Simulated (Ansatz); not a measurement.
This Ansatz 0.2.0 run on NdPd2 needs a look.

input.yaml

```yaml
crystal:
  lattice:
    - [-1.98414, 1.98414, 4.429096]
    - [1.98414, -1.98414, 4.429096]
    - [1.98414, 1.98414, -4.429096]
  atoms:
    - { symbol: Nd, position: [0.0, 0.0, 0.0] }
    - { symbol: Pd, position: [0.25, 0.75, 0.5] }
    - { symbol: Pd, position: [0.75, 0.25, 0.5] }
hamiltonian:
  xc: pbe
  pseudopotentials: { kind: nc }
kpoints:
  mp_grid: { grid: [9, 9, 9] }
scf:
  occupations: { method: fermi_dirac, width: 0.05 }
  max_iter: 60
output:
  forces: true
  stress: true
  eigenvalues: true
magnetization:
  spin_polarized: true
  spin_orbit: true
```

Potentials or basis: as the typed override names.

Command:

```sh
$ ansatz run input.yaml --threads 2 --pin off --max-ram 5632MiB --backend cpu --events-out ev --progress --plain --runs-dir out
```

Output:

```text
Error: 2 input errors — fix all and re-run
  1. inconsistent input (magnetization.spin_orbit, magnetization.noncollinear): true requires noncollinear: true — spin–orbit coupling acts on 2-spinor wavefunctions; set both flags
  2. inconsistent input (magnetization.spin_orbit, hamiltonian.pseudopotentials.kind): true requires a fully-relativistic hamiltonian.pseudopotentials.kind (nc_fr or paw_fr), or kind: all_electron without datasets and azcp, which then solves Dirac's equation on LAPW. paw_fr resolves this project's PAW files (source: ansatz) by j as it reads them
```

Task: Diagnose the run.

Result: The program refused the input. The input holds a flaw that was put in on purpose: spin-orbit coupling on scalar files (magnetization = spin_polarized True, spin_orbit True; hamiltonian.pseudopotentials = kind nc).

A sound run on the same cell differs in these lines of the main input:
```diff
@@ -12 +12 @@
-  pseudopotentials: { kind: nc }
+  pseudopotentials: { kind: paw }
@@ -17 +16,0 @@
-  max_iter: 60
@@ -22,3 +20,0 @@
-magnetization:
-  spin_polarized: true
-  spin_orbit: true
```
